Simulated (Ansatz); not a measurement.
Here is an Ansatz 0.2.0 calculation.

input.yaml

```yaml
crystal:
  lattice:
    - [6.48991, -6.67692, -0.04765]
    - [6.48991, 6.67692, -0.04765]
    - [-1.96739, 0.0, 5.7522]
  atoms:
    - { symbol: Ba, position: [0.47917, 0.52083, 0.0] }
    - { symbol: Ba, position: [0.79264, 0.20736, 0.0] }
    - { symbol: V, position: [0.65694, 0.94605, 0.25735], spin: 2.0 }
    - { symbol: V, position: [0.05395, 0.34306, 0.74265], spin: 2.0 }
    - { symbol: V, position: [0.57442, 0.42558, 0.5], spin: 2.0 }
    - { symbol: Tl, position: [0.49835, 0.85629, 0.63726] }
    - { symbol: Tl, position: [0.14371, 0.50165, 0.36274] }
    - { symbol: Tl, position: [0.01508, 0.98492, 0.5] }
    - { symbol: Tl, position: [0.30964, 0.12677, 0.21892] }
    - { symbol: Tl, position: [0.87323, 0.69036, 0.78108] }
    - { symbol: O, position: [0.0039, 0.26325, 0.44275] }
    - { symbol: O, position: [0.59719, 0.60676, 0.67706] }
    - { symbol: O, position: [0.91333, 0.4282, 0.84635] }
    - { symbol: O, position: [0.52536, 0.79943, 0.20594] }
    - { symbol: O, position: [0.68766, 0.41628, 0.31356] }
    - { symbol: O, position: [0.09251, 0.20316, 0.88601] }
    - { symbol: O, position: [0.58372, 0.31234, 0.68644] }
    - { symbol: O, position: [0.79684, 0.90749, 0.11399] }
    - { symbol: O, position: [0.5718, 0.08667, 0.15365] }
    - { symbol: O, position: [0.20057, 0.47464, 0.79406] }
    - { symbol: O, position: [0.73675, 0.9961, 0.55725] }
    - { symbol: O, position: [0.39324, 0.40281, 0.32294] }
hamiltonian:
  xc: pbesol
  pseudopotentials: { kind: paw }
magnetization:
  spin_polarized: true
kpoints:
  mp_grid: { grid: [3, 3, 5] }
  band_path:
    path:
      - [[0.0, 0.0, 0.0], [-0.4862046389, -0.4862046389, -0.4268623399], [-0.2574465269, -0.2574465269, -0.5751034931], [-0.714962751, -0.714962751, 0.7213788133], [0.0, 0.0, 0.5], [-0.5, 0.5, 0.5], [-0.7425534731, 0.2574465269, 0.5751034931]]
      - [[-0.285037249, 0.714962751, -0.7213788133], [-0.5137953611, 0.4862046389, -0.5731376601], [-0.5, 0.5, 0.0], [0.0, 0.0, 0.0], [-0.5, 0.0, -0.5]]
      - [[-0.5, 0.0, 0.0], [0.0, 0.0, 0.0]]
    npoints: 10
scf:
  occupations: { method: fermi_dirac, width: 0.05 }
  n_extra_bands: 55
output:
  forces: true
  stress: true
  eigenvalues: true
  fatbands: false
```

Potentials or basis: Ansatz PAW.

Run with:

```sh
$ ansatz run input.yaml --threads 8 --pin off --max-ram 20480MiB --backend cpu --events-out ev --progress --plain --runs-dir out
```

What does it give for the absolute moment?

0.00 μB per cell.

Predict the band gap along the path.

2.84 eV, indirect (least direct gap 2.91 eV).

What does it give for the band gap on the k mesh?

2.86 eV, indirect (least direct gap 2.91 eV).

Estimate the pressure.

-2.7 GPa.

Forces on the atoms (eV/Å):
```
Ba   0.000 -0.030  0.000
Ba   0.000  0.035  0.000
V    0.005  0.002 -0.006
V   -0.005  0.002  0.006
V    0.000  0.045  0.000
Tl   0.137 -0.228 -0.061
Tl  -0.137 -0.228  0.061
Tl   0.000  0.314  0.000
Tl   0.218  0.049  0.001
Tl  -0.218  0.049 -0.001
O    0.042  0.022  0.258
O   -0.103 -0.138 -0.112
O    0.101 -0.229 -0.112
O    0.258 -0.018  0.096
O   -0.242  0.164  0.132
O    0.121  0.192 -0.161
O    0.242  0.164 -0.132
O   -0.121  0.192  0.161
O   -0.101 -0.229  0.112
O   -0.258 -0.018 -0.096
O   -0.042  0.022 -0.258
O    0.103 -0.138  0.112
```

Caveat: the pressure holds a Pulay correction of +0.3 GPa for the finite cutoff; spin-orbit coupling is left out, which as a rule narrows the gap of such compounds by several tenths of an eV; the PAW data sets come from PBE, with cores solved anew for the run's functional, which leaves a small shift of forces and pressure; the starting moments weren't kept. PBEsol gaps usually lie below the measured ones, often by a third to a half.
